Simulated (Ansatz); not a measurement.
## Cu, space group P-3m1: a band structure, step by step

With the Python package of Ansatz (0.2.0).

Notebook, run cell by cell (the value of a cell's last expression is shown):

**Cell 1**
```python
import warnings

import ansatz as az
from ase import Atoms
import numpy as np
```

**Cell 2**
```python
warnings.simplefilter('ignore', az.DeckWarning)
```

**Cell 3**
```python
atoms = Atoms(
    ['Cu', 'Cu', 'Cu', 'Cu', 'Cu', 'Cu'],
    scaled_positions=[
        [0.0, 0.0, 0.373764],
        [2 / 3, 1 / 3, 0.289614],
        [1 / 3, 2 / 3, 0.457991],
        [0.0, 0.0, 0.626236],
        [2 / 3, 1 / 3, 0.542009],
        [1 / 3, 2 / 3, 0.710386],
    ],
    cell=[
        [2.503658, 0.0, 0.0],
        [-1.251829, 2.168232, 0.0],
        [0.0, 0.0, 24.575589],
    ],
    pbc=True,
)
structure = az.Crystal.from_ase(atoms)
```

**Cell 4**
```python
structure.resolved().tree()['lattice']
```
Output:
```text
((2.503658, 0.0, 0.0), (-1.251829, 2.168232, 0.0), (0.0, 0.0, 24.575589))
```

**Cell 5**
```python
# vertices of the path, as fractions of the reciprocal vectors
path = [
    ('G', (0.0, 0.0, 0.0)),
    ('M', (0.5, 0.0, 0.0)),
    ('K', (0.33333, 0.33333, 0.0)),
    ('G', (0.0, 0.0, 0.0)),
    ('A', (0.0, 0.0, 0.5)),
]
base = structure.calculation()
base = base.kpoints(length=24)
base = base.functional('r2scan')
base = base.occupations('Fermi-Dirac').band_structure([point for _, point in path], intervals=8)
base = base.scf(extra_bands=6)
outcome = base.run(threads=1)
summary = outcome.report
```

**Cell 6**
```python
sorted(key for key in summary if key.endswith('_ev'))
```
Output:
```text
['eigenvalues_ev', 'energy_sigma0_ev', 'entropy_ts_ev', 'fermi_energy_ev', 'free_energy_ev',
 'gap_by_band_count_ev', 'harris_foulkes_ev', 'internal_energy_ev', 'lagrangian_above_aufbau_ev',
 'lagrangian_ev', 'lagrangian_sigma0_ev', 'loop_eigenvalues_ev', 'loop_fermi_energy_ev',
 'occupations_fermi_energy_ev', 'residual_norms_ev']
```

**Cell 7**
```python
{key: value for key, value in summary.items() if isinstance(value, (int, float)) and 'ev' in key}
```
Output:
```text
{'gap_by_band_count_ev': -4.894983012643046,
 'fermi_energy_ev': 6.500797083102219,
 'harris_foulkes_ev': -39786.405235462444,
 'free_energy_ev': -39786.40523544453,
 'internal_energy_ev': -39786.35245717189,
 'lagrangian_ev': -39786.40523544453,
 'energy_sigma0_ev': -39786.37884630821,
 'lagrangian_sigma0_ev': -39786.37884630821,
 'lagrangian_above_aufbau_ev': -0.028460454614656898,
 'entropy_ts_ev': 0.05277827264563484,
 'loop_fermi_energy_ev': 6.500797083102219,
 'occupations_fermi_energy_ev': 6.500797083100756}
```

**Cell 8**
```python
print(f'free energy      {summary["free_energy_ev"]:.5f} eV')
print(f'per atom         {summary["free_energy_ev"] / len(outcome.lattice.sites):.5f} eV')
print(f'SCF iterations   {summary["n_iterations"]}  (converged: {summary["converged"]})')
```
Output:
```text
free energy      -39786.40524 eV
per atom         -6631.06754 eV
SCF iterations   10  (converged: True)
```

**Cell 9**
```python
bands = outcome.band_structure()
fermi = bands.fermi_energy_ev
print(f'zero of the bands: {fermi:.3f} eV, the Fermi level found on the SCF mesh')
for spin, channel in enumerate(bands.channels):
    levels = channel.eigenvalues_ev - fermi
    crossing = [b for b in range(levels.shape[1]) if levels[:, b].min() < 0 < levels[:, b].max()]
    print(f'channel {spin}: bands that cross the Fermi level on this path:', [b + 1 for b in crossing] or 'none')
    shown = crossing or sorted(np.argsort(np.abs(levels).min(axis=0))[:2])
    for k, row in zip(bands.kpoints_frac, levels[:, shown]):
        print(f'{k[0]:7.3f} {k[1]:7.3f} {k[2]:7.3f}  ', ' '.join(f'{e:8.3f}' for e in row))
```
Output:
```text
zero of the bands: 6.501 eV, the Fermi level found on the SCF mesh
channel 0: bands that cross the Fermi level on this path: [55, 56, 57, 58, 59, 60, 61]
  0.000   0.000   0.000     -1.936   -1.695   -1.695   -1.659   -1.659   -0.940   -0.499
  0.062   0.000   0.000     -1.915   -1.876   -1.696   -1.658   -1.656   -0.605   -0.097
  0.125   0.000   0.000     -1.937   -1.833   -1.699   -1.656   -1.209    0.033    0.741
  0.188  -0.000   0.000     -1.940   -1.704   -1.653   -1.582   -0.687    0.792    1.786
  0.250   0.000   0.000     -1.935   -1.708   -1.647   -1.268   -0.081    1.647    2.989
  0.312   0.000   0.000     -1.787   -1.689   -1.629   -0.834    0.663    2.593    4.317
  0.375  -0.000   0.000     -1.521   -1.513   -1.306   -0.130    1.539    3.459    5.552
  0.437   0.000   0.000     -1.182   -0.548   -0.128    0.783    2.068    2.970    4.873
  0.500   0.000   0.000     -0.563    0.305    0.953    1.332    1.628    1.661    4.579
  0.479   0.042   0.000     -0.386    0.411    1.027    1.408    1.716    1.770    4.594
  0.458   0.083   0.000      0.015    0.689    1.234    1.622    1.965    2.076    4.642
  0.437   0.125   0.000      0.521    1.076    1.547    1.947    2.340    2.530    4.726
  0.417   0.167   0.000      1.092    1.534    1.941    2.360    2.805    3.087    4.854
  0.396   0.208   0.000      1.711    2.041    2.403    2.843    3.335    3.713    5.038
  0.375   0.250   0.000      2.366    2.590    2.926    3.376    3.901    4.370    5.295
  0.354   0.292   0.000      3.045    3.176    3.504    3.921    4.420    4.957    5.227
  0.333   0.333   0.000      3.708    3.746    3.747    4.133    4.133    4.852    4.988
  0.292   0.292   0.000      1.527    1.987    2.740    3.801    4.945    5.466    5.549
  0.250   0.250   0.000     -0.152    0.161    0.771    1.833    3.347    5.169    6.867
  0.208   0.208   0.000     -1.204   -1.040   -0.696    0.203    1.696    3.627    5.504
  0.167   0.167   0.000     -1.743   -1.670   -1.567   -0.841    0.463    2.290    3.830
  0.125   0.125   0.000     -1.901   -1.769   -1.739   -1.368   -0.395    1.190    2.334
  0.083   0.083   0.000     -1.999   -1.739   -1.738   -1.652   -1.046    0.259    1.047
  0.042   0.042   0.000     -1.926   -1.860   -1.726   -1.665   -1.580   -0.517    0.014
  0.000   0.000   0.000     -1.936   -1.695   -1.695   -1.659   -1.659   -0.940   -0.499
  0.000   0.000   0.062     -1.936   -1.695   -1.695   -1.659   -1.659   -0.940   -0.499
  0.000   0.000   0.125     -1.936   -1.695   -1.695   -1.659   -1.659   -0.940   -0.499
  0.000   0.000   0.187     -1.936   -1.695   -1.695   -1.659   -1.659   -0.940   -0.499
  0.000   0.000   0.250     -1.936   -1.695   -1.695   -1.659   -1.659   -0.940   -0.499
  0.000   0.000   0.312     -1.936   -1.695   -1.695   -1.659   -1.659   -0.940   -0.499
  0.000   0.000   0.375     -1.936   -1.695   -1.695   -1.659   -1.659   -0.940   -0.499
  0.000   0.000   0.438     -1.936   -1.695   -1.695   -1.659   -1.659   -0.940   -0.499
  0.000   0.000   0.500     -1.936   -1.695   -1.695   -1.659   -1.659   -0.940   -0.499
```

Reading the output:
- Absolute energies stand on the zero of these potentials, so only differences at equal settings mean something.
- The cell holds layers, chains or clusters in vacuum, no bulk phase.
- The computed bands are complete only to about 4.7 eV above the Fermi level.
- The mesh is modest for a metal, so energies can be off by several to tens of meV an atom and pressures by half a GPa or more; differences at equal mesh fare better.
- Only differences from the Fermi energy are physical; the zero of the scale is a convention.
- A gap by band count of zero or less means overlapping bands, a metal.
- Legs of the path along the vacuum direction only repeat the in-plane bands.
- This isn't the structure that Cu takes at ambient conditions.
- Gaps and levels are Kohn-Sham values on a finite set of k-points.
- The whole script took 34 s on 1 thread of Arm Neoverse V1 (shared host), peak memory 0.71 GiB.
